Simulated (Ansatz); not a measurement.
# C2H8O4Si: a ladder of functionals and wavefunction methods

The task here is to estimate one member of a computed series from the others.

The runs use Ansatz 0.2.0, Gaussian basis; functionals in def2-TZVPP, the program's frozen cores in correlated methods.

The runs, in order: PBE-D4, r2SCAN-D4, PBE0-D4, B3LYP-D4, ωB97X-V, ωB97M-V, B2PLYP; CCSD(T)/def2-TZVPP; MP2/def2-QZVPP; extrapolation to the limit.

## The relaxed structure

The geometry comes from an earlier relaxation with PBE0-D4 in a triple-zeta def2 set; it is a stationary point, not always the lowest conformer.

SMILES `CCO[Si](O)(O)O`, 15 atoms, charge 0, spin multiplicity 1.

Atoms are counted from 1 here; the program's logs count them from 0.

Bond lengths: C1–C2 1.510 Å, C1–H8 1.091 Å, C1–H9 1.092 Å, C1–H10 1.093 Å, C2–O3 1.420 Å, C2–H11 1.096 Å, C2–H12 1.094 Å, O3–Si4 1.623 Å, Si4–O5 1.632 Å, Si4–O6 1.633 Å, Si4–O7 1.631 Å, O5–H13 0.958 Å, O6–H14 0.958 Å, O7–H15 0.958 Å. Angles: C2–C1–H8 110.5°, C2–C1–H9 110.5°, C2–C1–H10 110.3°, H8–C1–H9 108.7°, H8–C1–H10 108.5°, H9–C1–H10 108.4°, C1–C2–O3 111.0°, C1–C2–H11 110.3°, C1–C2–H12 110.7°, O3–C2–H11 110.5°, O3–C2–H12 107.0°, H11–C2–H12 107.3°, C2–O3–Si4 124.4°, O3–Si4–O5 107.0°, O3–Si4–O6 115.5°, O3–Si4–O7 106.5°, O5–Si4–O6 105.8°, O5–Si4–O7 115.4° and more.

Set-up of the first run:

in.yaml

```yaml
crystal:
  periodic: [false, false, false]
  atoms:
    - {symbol: C, position_ang: [-1.318937, 1.717983, -0.444894]}
    - {symbol: C, position_ang: [-0.122165, 0.982869, -0.998273]}
    - {symbol: O, position_ang: [0.697759, 0.486128, 0.049249]}
    - {symbol: Si, position_ang: [0.694445, -1.052548, 0.566947]}
    - {symbol: O, position_ang: [-0.867295, -1.493396, 0.742075]}
    - {symbol: O, position_ang: [1.352050, -2.141122, -0.456957]}
    - {symbol: O, position_ang: [1.588572, -1.085820, 1.930793]}
    - {symbol: H, position_ang: [-1.947693, 1.040653, 0.135823]}
    - {symbol: H, position_ang: [-0.998367, 2.537620, 0.201746]}
    - {symbol: H, position_ang: [-1.917304, 2.135504, -1.258855]}
    - {symbol: H, position_ang: [-0.447083, 0.164792, -1.651765]}
    - {symbol: H, position_ang: [0.498753, 1.653556, -1.599436]}
    - {symbol: H, position_ang: [-1.046708, -2.434491, 0.750958]}
    - {symbol: H, position_ang: [2.308718, -2.192591, -0.469247]}
    - {symbol: H, position_ang: [1.525257, -0.319149, 2.501827]}
basis:
  gaussian: {orbitals: def2-TZVPP}
hamiltonian: {xc: pbe, dispersion: d4}
output: {forces: true, orbitals: {seedname: orbitals}}
```

The run is started by

```console
> ansatz run in.yaml --threads 2 --pin off --events-out ev --progress --plain --max-ram 22528MiB --backend cuda --devices 0, --max-vram 18GiB
```

Among the steps run: PBE-D4 (GGA); r2SCAN-D4 (meta-GGA); PBE0-D4 (hybrid); B3LYP-D4 (hybrid); ωB97X-V (range-separated); ωB97M-V (range-separated); B2PLYP (double hybrid); CCSD(T) in def2-TZVPP; MP2 in def2-QZVPP.

One table of the session follows, with a row left open; its other results are not shown here.

It belongs to the step «Atomisation energies». 

```
            method  atomisation energy (eV)
            PBE-D4                   64.974
         r2SCAN-D4                   64.144
           PBE0-D4                   63.639
          B3LYP-D4                   63.779
           ωB97X-V                   64.093
           ωB97M-V                   64.252
            B2PLYP                   63.347
     HF/def2-TZVPP                   46.087
    MP2/def2-TZVPP                        ?
   CCSD/def2-TZVPP                   61.595
CCSD(T)/def2-TZVPP                   62.525
           MP2/CBS                   65.912
       CCSD(T)/CBS                   64.354
```

Estimate the missing values for MP2/def2-TZVPP.

The run gave: atomisation energy (eV): 64.083. In the column «atomisation energy (eV)» it lies between B3LYP-D4 (63.779) and ωB97X-V (64.093).

Limits of these values: Free atoms (2 C, 4 O, 1 Si, 8 H) were run apart at each level; the atomisation energy is their sum less the molecule, without zero-point or spin-orbit terms.
